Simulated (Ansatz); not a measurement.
# C3H7BrGe, SMILES [Br][GeH2][CH]1CC1: a ladder of methods at one geometry

Computed with the Python package of Ansatz (0.2.0).

The cells in order, each with its output:

In [1]:
```python
from pathlib import Path
import warnings

import ansatz as az
from ase import Atoms
import numpy as np
```

In [2]:
```python
warnings.simplefilter("ignore", az.DeckWarning)
```

In [3]:
```python
atoms = Atoms(["Br", "Ge", "C", "C", "C", "H", "H", "H", "H", "H", "H", "H"], positions=[
    [3.3118, 0.702, -0.0643],
    [1.4808, -0.7052, 0.2234],
    [-0.1118, 0.3743, 0.5608],
    [-1.4087, -0.2652, 0.0973],
    [-0.7981, 0.8774, -0.6969],
    [1.2818, -1.5577, -1.0561],
    [1.7307, -1.6416, 1.4328],
    [-0.1941, 1.0389, 1.4464],
    [-2.3025, 0.025, 0.689],
    [-1.3162, -1.2564, -0.3956],
    [-1.3301, 1.8446, -0.5759],
    [-0.3433, 0.5638, -1.6608],
])
geometry = az.Crystal.molecule_from_ase(atoms)
```

In [4]:
```python
calc = geometry.calculation().basis(gaussian="def2-SVP")
```

In [5]:
```python
print("functional    E (Ha)        dipole (D)   HOMO (eV)  LUMO (eV)")
for name in ["r2scan0", "revpbe", "lc_wpbe", "cam_b3lyp", "r2scan", "pbe0"]:
    r = calc.functional(name).forces().orbitals().run(threads=1, runs_dir="runs").report
    lines = Path(r["orbitals_path"]).read_text().splitlines()
    field_of = lambda key: [line.split("=")[1].strip() for line in lines if line.startswith(key)]
    orbitals = [(27.211386 * float(e), s, float(n)) for e, s, n in zip(field_of("Ene="), field_of("Spin="), field_of("Occup="))]
    homo = max(e for e, _, n in orbitals if n > 0.5)
    lumo = min(e for e, _, n in orbitals if n < 0.5)
    dipole = 4.803205 * np.linalg.norm(r["charge_distribution"]["dipole_moment_e_ang"])
    print(f"{name:10s} {r['free_energy_ev'] / 27.211386246:14.6f} {dipole:9.3f} {homo:11.3f} {lumo:10.3f}")
```
```text
functional    E (Ha)        dipole (D)   HOMO (eV)  LUMO (eV)
r2scan0      -4768.917446     2.475      -8.028     -0.077
revpbe       -4768.617442     2.292      -6.490     -0.985
lc_wpbe      -4768.339552     2.464     -10.516      2.054
cam_b3lyp    -4769.200661     2.346      -9.071      0.913
r2scan       -4768.947278     2.433      -6.871     -0.882
pbe0         -4768.334227     2.399      -7.815     -0.188
```

Notes:
- Total energies depend on the basis set; only differences at equal settings carry meaning.
- The geometry is a force-field or estimated start, not a minimum of this method, and the basis set is short of its limit. A lower total doesn't mark the better method: functionals have no common bound, and MP2 and coupled cluster aren't variational.
- Levels such as HOMO and LUMO are orbital energies: with these approximate functionals they aren't the ionisation energy and electron affinity, and their gap isn't the fundamental gap.
- Finished in 53 s on 1 thread of AMD EPYC 7B13 (Zen 3), with other jobs on the host, peak memory 0.54 GiB.
